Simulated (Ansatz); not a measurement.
# Li+ with SiH3Cl: superposition error and deformation

The task here is to estimate one member of a computed series from the others.

Method: PBE0-D4 structures, single points in def2-TZVPPD; program: Ansatz 0.2.0, Gaussian basis.

Levels: PBE-D4, revPBE-D4, BLYP-D4, r2SCAN-D4, B97M-V, PBE0-D4, B3LYP-D4, HSE06-D4, wB97X-V, wB97M-V, B2PLYP, Hartree-Fock, MP2, CCSD, CCSD(T).

Cores are frozen in the correlated methods. The outer core shell of Li, Na, Mg and K is correlated. B3LYP uses VWN-RPA correlation. B2PLYP carries no dispersion term here.

129 further runs of the same task are left out: 129 set aside as unsound or not needed.

## Where the work starts

The relaxed pair: 6 atoms, charge 1, spin multiplicity 1.

Atoms are counted from 1 here; the program's logs count them from 0.

Bond lengths: Li1–Cl3 2.243 Å, Si2–Cl3 2.148 Å, Si2–H4 1.471 Å, Si2–H5 1.474 Å, Si2–H6 1.474 Å. Angles: Cl3–Si2–H4 102.8°, Cl3–Si2–H5 104.4°, Cl3–Si2–H6 104.4°, H4–Si2–H5 114.9°, H4–Si2–H6 114.9°, H5–Si2–H6 113.5°, Li1–Cl3–Si2 120.7°.

Coordinates:

```xyz
6
charge 1, multiplicity 1
Li    0.5134   -0.1555   -2.9774
Si   -0.0298   -0.0027    0.7972
Cl   -0.7582    0.3345   -1.1954
H    -1.1529    0.4440    1.6357
H     1.1831    0.8300    0.8912
H     0.2443   -1.4503    0.8485
```

Atoms 1 to 1 are fragment A (Li+), the rest fragment B (SiH3Cl). From earlier runs, pair energy (eV) and counterpoise interaction (kcal/mol):

| method | E(pair) | interaction |
| --- | --- | --- |
| PBE-D4 | -20639.97996 | -24.74 |
| revPBE-D4 | -20646.24495 | -24.02 |
| BLYP-D4 | -20649.85404 | -25.05 |
| r2SCAN-D4 | -20648.33586 | -22.74 |
| B97M-V | -20645.44057 | -22.85 |
| PBE0-D4 | -20642.02448 | -24.87 |
| B3LYP-D4 | -20651.45287 | -25.34 |
| HSE06-D4 | -20641.59646 | -24.86 |
| wB97X-V | -20646.83864 | -24.34 |
| wB97M-V | -20648.38926 | -24.23 |
| B2PLYP | -20643.04122 | -24.38 |
| MP2 | -20622.70876 | -22.85 |
| CCSD(T) | -20624.21584 | -22.73 |

First each fragment is run alone in its own basis, frozen in the shape it has in the pair (a, b).

Set-up of the first run:

Input file a/in.yaml:

```yaml
crystal:
  periodic: [false, false, false]
  atoms:
    - {symbol: Li, position_ang: [0.513444, -0.155463, -2.977384]}
basis:
  gaussian: {orbitals: "def2-TZVPPD.json"}
total_charge: 1
hamiltonian: {xc: {name: wB97X-V}}
```

Input file b/in.yaml:

```yaml
crystal:
  periodic: [false, false, false]
  atoms:
    - {symbol: Si, position_ang: [-0.029796, -0.002720, 0.797216]}
    - {symbol: Cl, position_ang: [-0.758192, 0.334506, -1.195381]}
    - {symbol: H, position_ang: [-1.152884, 0.443952, 1.635704]}
    - {symbol: H, position_ang: [1.183121, 0.829966, 0.891240]}
    - {symbol: H, position_ang: [0.244306, -1.450342, 0.848507]}
basis:
  gaussian: {orbitals: "def2-TZVPPD.json"}
hamiltonian: {xc: {name: wB97X-V}}
```

The basis file named in the input lies beside it (Basis Set Exchange, JSON).

One command serves all of them, each in its own folder.

On the command line:

```sh
$ ansatz run in.yaml --threads 2 --pin off --events-out ev --progress --plain --max-ram 5222MiB
```

Among the steps run: wB97X-V/def2-TZVPPD; wB97M-V/def2-TZVPPD; B2PLYP/def2-TZVPPD; B97M-V/def2-TZVPPD; CCSD(T)/def2-TZVPPD; Relaxing SiH3Cl alone; PBE-D4/def2-TZVPPD; r2SCAN-D4/def2-TZVPPD; PBE0-D4/def2-TZVPPD; B3LYP-D4/def2-TZVPPD; BLYP-D4/def2-TZVPPD; revPBE-D4/def2-TZVPPD; HSE06-D4/def2-TZVPPD.

One of the session's tables, all rows but one given; the rest of the session is left out.

```
      method  interaction with counterpoise (kcal/mol)
      PBE-D4                                    -24.74
   revPBE-D4                                    -24.02
     BLYP-D4                                    -25.05
   r2SCAN-D4                                    -22.74
      B97M-V                                    -22.85
     PBE0-D4                                    -24.87
    B3LYP-D4                                    -25.34
    HSE06-D4                                    -24.86
     wB97X-V                                    -24.34
     wB97M-V                                    -24.23
      B2PLYP                                    -24.38
Hartree-Fock                                    -23.62
         MP2                                    -22.85
        CCSD                                         ?
     CCSD(T)                                    -22.73
```

Estimate the missing values for CCSD.

**Answer.** interaction with counterpoise (kcal/mol): -22.98. In the column «interaction with counterpoise (kcal/mol)» it lies between Hartree-Fock (-23.62) and B97M-V (-22.85).
